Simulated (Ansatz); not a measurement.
**AsH₃O₂: a ladder of functionals and wavefunction methods**

The task here is to estimate one member of a computed series from the others.

Computed with Ansatz 0.2.0, Gaussian basis. Level: functionals in def2-TZVPP, the program's frozen cores in correlated methods.

The runs, in order: LDA (SPW92), PBE-D4, revPBE-D4, BLYP-D4, r2SCAN-D4, B97M-V, PBE0-D4, B3LYP-D4, r2SCANh-D4, r2SCAN0-D4, HSE06-D4, BHLYP-D4, CAM-B3LYP-D4, LC-ωPBE, ωB97X-V, ωB97M-V, B2PLYP, PBE-QIDH; CCSD(T)/def2-SVP; CCSD(T)/def2-TZVPP; MP2/def2-QZVPP; extrapolation to the limit; RPA on PBE.

## The geometry

The geometry comes from an earlier relaxation with PBE0-D4 in a triple-zeta def2 set; it is a stationary point.

SMILES `O[AsH]O`, 6 atoms, charge 0, spin multiplicity 1.

Atoms are counted from 1 here; the program's logs count them from 0.

Bond lengths: O1–As2 1.788 Å, O1–H4 0.961 Å, As2–O3 1.788 Å, As2–H5 1.523 Å, O3–H6 0.961 Å. Angles: As2–O1–H4 109.4°, O1–As2–O3 101.1°, O1–As2–H5 91.9°, O3–As2–H5 91.9°, As2–O3–H6 109.4°.

The first run:

in.yaml reads:

```yaml
crystal:
  periodic: [false, false, false]
  atoms:
    - {symbol: O, position_ang: [-1.347808, -0.047311, -0.475541]}
    - {symbol: As, position_ang: [0.410771, 0.259651, -0.584170]}
    - {symbol: O, position_ang: [0.933265, -0.138063, 1.079377]}
    - {symbol: H, position_ang: [-1.555732, -0.875551, -0.916064]}
    - {symbol: H, position_ang: [0.228372, 1.729563, -0.230668]}
    - {symbol: H, position_ang: [1.373233, -0.992288, 1.080866]}
basis:
  gaussian: {orbitals: def2-TZVPP}
hamiltonian: {xc: lda}
output: {orbitals: {seedname: orbitals}}
```

Started as:

```console
$ ansatz run in.yaml --threads 2 --pin off --events-out ev --progress --plain --max-ram 4352MiB
```

Among the steps run: LDA; PBE-D4 (GGA); revPBE-D4 (GGA); BLYP-D4 (GGA); r2SCAN-D4 (meta-GGA); B97M-V (meta-GGA); PBE0-D4 (hybrid); B3LYP-D4 (hybrid); r2SCANh-D4 (hybrid); r2SCAN0-D4 (hybrid); HSE06-D4 (hybrid); BHLYP-D4 (hybrid); CAM-B3LYP-D4 (range-separated); LC-ωPBE (range-separated); ωB97X-V (range-separated); ωB97M-V (range-separated); B2PLYP (double hybrid); PBE-QIDH (double hybrid).

One of the session's tables, all rows but one given; the rest of the session is left out.

It belongs to the step «Frontier levels by functional». 

| functional | HOMO (eV) | gap (eV) |
| --- | --- | --- |
| LDA (SPW92) | -6.26 | 4.95 |
| PBE-D4 | -6.12 | 5.01 |
| revPBE-D4 | -6.06 | 5.05 |
| BLYP-D4 | -6.03 | 4.96 |
| r2SCAN-D4 | -6.41 | 5.59 |
| B97M-V | -6.48 | 5.58 |
| PBE0-D4 | -7.38 | 7.12 |
| B3LYP-D4 | -7.20 | 6.65 |
| r2SCANh-D4 | -6.88 | 6.36 |
| r2SCAN0-D4 | -7.58 | 7.50 |
| HSE06-D4 | ? | ? |
| BHLYP-D4 | -8.57 | 9.09 |
| CAM-B3LYP-D4 | -8.76 | 9.43 |
| LC-ωPBE | -10.05 | 11.98 |
| ωB97X-V | -9.71 | 11.49 |
| ωB97M-V | -9.60 | 11.13 |

Estimate the missing values for HSE06-D4.

The run gave: HOMO (eV): -6.98; gap (eV): 6.35. In the column «HOMO (eV)» it lies between B3LYP-D4 (-7.20) and r2SCANh-D4 (-6.88).
